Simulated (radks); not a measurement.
# Nuclear size and the levels of Au⁺

Aim: how the total energy, the levels and the density at the nucleus of Au⁺ respond when the nuclear radius is scaled.

The numbers are computed with radks (a radial shooting solver on a logarithmic mesh, Libxc functionals) version 1 (Dirac Kohn-Sham, BLYP, spin-unpolarised, spherical densities, finite nucleus), except any that are marked as measured or tabulated.

### 1 What is computed

| Item | Value |
| --- | --- |
| element | gold (Z = 79) |
| charge | +1 |
| electrons | 78 |
| configuration | [Xe] 4f14 5d10 |
| nuclear rms radius | 5.4371 fm |

The outer shells:

Au⁺
```
[Xe] core
4f [↑↓][↑↓][↑↓][↑↓][↑↓][↑↓][↑↓]
5d [↑↓][↑↓][↑↓][↑↓][↑↓]
```

### 2 rms radius 5.4371 fm

Settings of this run:

```text
Z 79
configuration [Xe] 4f14 5d10 6s0 6p0
relativity Dirac
functional b88,lyp
spin unpolarised
j_filling average
nucleus finite rms 5.4371 fm
c 137.035999084
```

The run is started by

```sh
python run_ks.py task.json out
```

All runs below come from this command, one after another.

### 3 rms radius 4.5019 fm

Settings, as their differences from step 2:

```diff
@@ -6,3 +6,3 @@
 j_filling average
-nucleus finite rms 5.4371 fm
+nucleus finite rms 4.5019 fm
 c 137.035999084
```

### 4 rms radius 5.0783 fm

Settings, as their differences from step 3:

```diff
@@ -6,3 +6,3 @@
 j_filling average
-nucleus finite rms 4.5019 fm
+nucleus finite rms 5.0783 fm
 c 137.035999084
```

### 5 rms radius 5.6926 fm

Settings, as their differences from step 4:

```diff
@@ -6,3 +6,3 @@
 j_filling average
-nucleus finite rms 5.0783 fm
+nucleus finite rms 5.6926 fm
 c 137.035999084
```

### 6 rms radius 6.6713 fm

Settings, as their differences from step 5:

```diff
@@ -6,3 +6,3 @@
 j_filling average
-nucleus finite rms 5.6926 fm
+nucleus finite rms 6.6713 fm
 c 137.035999084
```

Q: Predict the outcome of this session. Wanted: for each run, rms radius; total energy shift; density at nucleus; 1s1/2 shift; 2s1/2 shift; 5p1/2 shift; 6s1/2 shift; 6p1/2 shift.

As calculated:

```tsv
rms radius (fm)	total energy shift (eV)	density at nucleus (e/bohr³)	1s1/2 shift (meV)	2s1/2 shift (meV)	5p1/2 shift (meV)	6s1/2 shift (meV)	6p1/2 shift (meV)
4.5019	-30.9	2.312e+06	-12387	-1831	-0.597	-2.20	-0.113
5.0783	-12.3	2.203e+06	-4919	-727	-0.237	-0.872	-0.0447
5.4371	0	2.144e+06	0	0	0	0	0
5.6926	9.04	2.105e+06	3625	536	0.175	0.642	0.0330
6.6713	45.9	1.975e+06	18416	2720	0.895	3.26	0.168
```

**Reading.** Shifts are against the first run. Over the range the 1s1/2 level moves by 30.8 eV and the 6p1/2 level by 0.281 meV. A larger nucleus binds the 1s electrons less and lowers the density at its centre. These are shifts of eigenvalues, not the field shifts of spectral lines.
